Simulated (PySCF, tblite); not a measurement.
# C₅H₁₁NOSi− (doublet): geometry, infrared bands and EPR parameters

Wanted: the infrared bands and EPR parameters of C₅H₁₁NOSi− (doublet) (`C[C@H]1CC[SiH2]N1[CH][O-]`), by calculation.

The runs use tblite 0.8.0 and PySCF 2.14.0, with density-fitted response routines of our own; the level of theory stands in each step. All values are computed, except where a source is named. Atoms are numbered from 0 throughout.

### 1 The starting structure

19 atoms, charge -1, multiplicity 2; geometry from: force field or distance geometry start.

Bonds of the start (Å): C0–C1 1.52, C1–C2 1.57, C2–C3 1.54, C3–Si4 1.91, Si4–N5 1.72, N5–C6 1.47, C6–O7 1.25, N5–C1 1.47, C0–H8 1.10, C0–H9 1.11, C0–H10 1.09, C1–H11 1.11, C2–H12 1.10, C2–H13 1.09, C3–H14 1.09, C3–H15 1.10, Si4–H16 1.49, Si4–H17 1.50, C6–H18 1.09.

### 2 Relaxing the molecule with GFN2-xTB

What the job is given:

```
{"job": {"kind": "relax", "xc": "GFN2-xTB", "basis": "xTB"}, "charge": -1, "multiplicity": 2}
C     -1.642500    -0.916500    -0.227600
C     -0.616900    -0.180400     0.624700
C      0.635700    -1.091600     0.891600
C      1.606500    -0.931700    -0.299300
Si     1.425200     0.902800    -0.783500
N     -0.115200     1.036600    -0.030500
C     -1.048800     2.169700     0.053500
O     -0.762100     3.256900    -0.491500
H     -1.974300    -1.836600     0.270700
H     -2.542900    -0.293900    -0.383300
H     -1.254500    -1.191900    -1.210100
H     -1.065900     0.043800     1.611000
H      1.120600    -0.749500     1.817900
H      0.357200    -2.138800     1.037300
H      1.296200    -1.562100    -1.128300
H      2.629700    -1.188900     0.006500
H      2.509400     1.665800    -0.100000
H      1.414000     0.966800    -2.278500
H     -1.981400     2.048600     0.611800
```

Started as:

```sh
OMP_NUM_THREADS=1 python probes_run.py task.json out
```

One launch serves the whole session: the jobs run in the order shown.

**Question.** This job is followed by: GFN2-xTB harmonic vibrations, gas phase; UKS B3LYP, pcH-1 on C H N O Si, non-relativistic, mean-field spin-orbit, GIAO. What will the session give for the following? strongest single infrared mode (GFN2-xTB); zero-point energy (GFN2-xTB); g(iso) (B3LYP); ⟨S²⟩; largest a(iso) (averaged by class).

As calculated:

```
                                 quantity                    value
strongest single infrared mode (GFN2-xTB)    1668 cm⁻¹, 773 km/mol
             zero-point energy (GFN2-xTB)            92.7 kcal/mol
                           g(iso) (B3LYP)                  2.00301
                                     ⟨S²⟩       0.753 (exact 0.75)
       largest a(iso) (averaged by class)  29Si on Si4, -525.5 MHz
```

The optimisation took 72 steps and gained 0.640 eV; among the close pairs (by a distance rule), N5–C6 changed most, from 1.471 to 1.338 Å. All 51 modes are real, so the xTB geometry is a minimum. The strongest single mode, at 1668 cm⁻¹, moves mainly C6. Unscaled tight-binding wavenumbers are off by several per cent, some by more. Its intensities can rank the bands wrongly. Most of the unpaired spin sits on Si4 (0.78 e). The isotropic g lies 0.7 ppt above the free-electron value. The records flag this anion as possibly unbound in the gas phase, so the basis may hold the extra electron. The conformer search (at its own cheap level) found a structure 1.5 kcal/mol lower, so these spectra needn't be the molecule's.
